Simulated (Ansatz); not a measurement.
# Ta2Si2O: the cost of one run

Method: DFT PBE, scalar-relativistic, plane waves, PAW, in Ansatz 0.2.0.

2 further runs of the same task are left out: 2 that didn't finish.

## (1) The structure to begin with

Symmetry: P4/mmm, No. 123, tetragonal system. The conventional cell has a = 4.080 Å, b = 4.080 Å, c = 19.000 Å, α = 90.00°, β = 90.00°, γ = 90.00°. Ta (site symmetry mmm) is surrounded by 2 O at 2.04 Å and 4 Ta at 2.89 Å and 4 Si at 2.95 Å. Si (site symmetry 4mm) is surrounded by 4 Ta at 2.95 Å. O (site symmetry 4/mmm) has 4 Ta at 2.04 Å as nearest neighbours.

Coordinates:

```cif
data_structure
_symmetry_space_group_name_H-M 'P4/mmm'
_symmetry_Int_Tables_number 123
_cell_length_a 4.0803
_cell_length_b 4.0803
_cell_length_c 19.0000
_cell_angle_alpha 90.000
_cell_angle_beta 90.000
_cell_angle_gamma 90.000
_cell_volume 316.32
loop_
_atom_site_label
_atom_site_type_symbol
_atom_site_symmetry_multiplicity
_atom_site_Wyckoff_symbol
_atom_site_fract_x
_atom_site_fract_y
_atom_site_fract_z
_atom_site_occupancy
Ta1 Ta 2 e 0.00000 0.50000 0.50000 1
Si1 Si 2 g 0.00000 0.00000 0.61249 1
O1 O 1 d 0.50000 0.50000 0.50000 1
```

A structure generator made this guess: species swapped into a sheet modelled on a layer of Ti2Bi2O, with Si on the Bi sites and Ta on the Ti sites. The dimensions are guesses.

Only a and b are periodic; c spans vacuum, so the box's volume, pressure and space group aren't properties of the sheet.

## (2) Probe: one point on a coarse mesh

File input.yaml:

```yaml
crystal:
  lattice:
    - [4.08026691, 0.0, 0.0]
    - [0.0, 4.08026691, 0.0]
    - [0.0, 0.0, 19.0]
  atoms:
    - { symbol: Ta, position: [0.0, 0.5, 0.5] }
    - { symbol: Ta, position: [0.5, 0.0, 0.5] }
    - { symbol: Si, position: [0.0, 0.0, 0.61248689] }
    - { symbol: Si, position: [0.0, 0.0, 0.38751311] }
    - { symbol: O, position: [0.5, 0.5, 0.5] }
  periodic: [true, true, false]
basis:
  ecutwfc: 420
kpoints:
  mp_grid: { grid: [4, 4, 1] }
hamiltonian:
  xc: pbe
scf:
  occupations: { method: gaussian, width: 0.1 }
  lower_state_search: "off"
output:
  forces: true
  stress: true
  eigenvalues: true
```

Started as:

```bash
$ ansatz run input.yaml --threads 1 --pin off --max-ram 2048MiB --backend cpu --events-out ev --progress --plain --runs-dir out
```

Q: Estimate wall time and peak memory on 1 thread of Arm Neoverse V1, shared host.

About 9.4 s, with a peak of 0.58 GiB.
